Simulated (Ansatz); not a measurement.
Sr-Ca mixtures: a scan of ordered alloys across composition, run with Ansatz's Python interface.

`alloy_sr.py`:
```python
"""Mixing of Sr and Ca on the fcc lattice, after relaxing atoms and volume at fixed cell shape."""

from collections import Counter
import warnings

import ansatz
import numpy as np

ECUT = 420
XC = "pbesol"
KSPACING = 0.33
SMEARING = "cold"
SIGMA = 0.1


def fcc(A, a):
    return (
        ansatz.Lattice.fcc(a)
        .space_group(225)
        .atom(A, [0, 0, 0])
        .primitive()
    )

A_FIRST, A_LAST = 6.08, 5.59


def compute(name, crystal):
    calc = crystal.calculation()
    calc = calc.basis(ECUT)
    calc = calc.functional(XC)
    calc = calc.kpoints(spacing=KSPACING)
    calc = calc.occupations(SMEARING, width=SIGMA)
    calc = calc.band_table()
    calc = calc.relax(force_tolerance=0.02, max_steps=60, fix_cell=["shape"])
    return calc.run()


def volume_per_atom(outcome):
    return abs(np.linalg.det(outcome.lattice.cell_ang)) / len(outcome.lattice.sites)


def counts(outcome):
    return Counter(site.symbol for site in outcome.lattice.sites)

warnings.simplefilter("ignore")

# swap the mixed sites of the conventional cell one by one
phases = {}
for k in range(4 + 1):
    a = A_FIRST + (A_LAST - A_FIRST) * k / 4
    cell = fcc("Sr", a).conventional().resolved()
    sites = [site.position for site in cell.sites if site.symbol == "Sr"]
    for position in sites[:k]:
        cell = cell.substitution("Ca", at=position, replaces="Sr")
    phases[f"Sr{4 - k}Ca{k}"] = cell.resolved()

done = {name: compute(name, crystal) for name, crystal in phases.items()}

# mixing quantities against the straight line between the end members, both on this lattice
x = {name: counts(o)["Ca"] / (counts(o)["Sr"] + counts(o)["Ca"]) for name, o in done.items()}
first, last = min(x, key=x.get), max(x, key=x.get)
energy = {name: o.report["energy_sigma0_ev"] / len(o.lattice.sites) for name, o in done.items()}
volume = {name: volume_per_atom(o) for name, o in done.items()}
rows = []
for name in sorted(done, key=x.get):
    line = lambda table: (1 - x[name]) * table[first] + x[name] * table[last]
    rows.append((name, x[name], 1000 * (energy[name] - line(energy)), volume[name], 100 * (volume[name] / line(volume) - 1)))
print("      cell       x(Ca)  E_mix (meV/atom)  V (A^3/atom)  excess V (%)")
for row in rows:
    print(f"{str(row[0]):>10}  {row[1]:10.3f}  {row[2]:+16.1f}  {row[3]:12.3f}  {row[4]:+12.2f}")
# a fit of these few cells to Omega x(1 - x); small periodic cells, not a random solution
shape = np.array([row[1] * (1 - row[1]) for row in rows])
print("Omega =", round(float(shape @ [row[2] for row in rows] / (shape @ shape)), 1), "meV/atom")
```

Do these ordered cells favour mixing or separation, and does the volume follow a straight line between the end members?

Mixing energies: +15 meV an atom at x(Sr) = 0.25 (volume -0.7 % off the straight line), +18 meV an atom at x(Sr) = 0.50 (volume -0.8 % off the straight line) and +13 meV an atom at x(Sr) = 0.75 (volume -0.6 % off the straight line). Values this small can change sign on a finer mesh.

The run itself:

`python alloy_sr.py` gives:
```text
      cell       x(Ca)  E_mix (meV/atom)  V (A^3/atom)  excess V (%)
    Sr4Ca0       0.000              +0.0        51.885         +0.00
    Sr3Ca1       0.250             +12.6        48.810         -0.62
    Sr2Ca2       0.500             +17.5        45.959         -0.84
    Sr1Ca3       0.750             +15.1        43.273         -0.70
    Sr0Ca4       1.000              +0.0        40.808         +0.00
Omega = 72.0 meV/atom
```

Caveats:
- For the metals among these phases the mesh is modest: differences between phases can be off by up to 40 meV an atom.
- Atoms and volume are relaxed with the cell's shape held, which in cells of lower than cubic symmetry can hide stresses and shift volumes.
- These are small ordered cells, with both end members on the same lattice, which need not be their own; they aren't random solutions. Differences under about 40 meV an atom lie within the error of mesh and functional.
- The cells are prototypes set up for this calculation and needn't exist.
- The whole script took 78 s on 1 thread of Arm Neoverse V2, with other jobs on the host, peak memory 0.51 GiB.
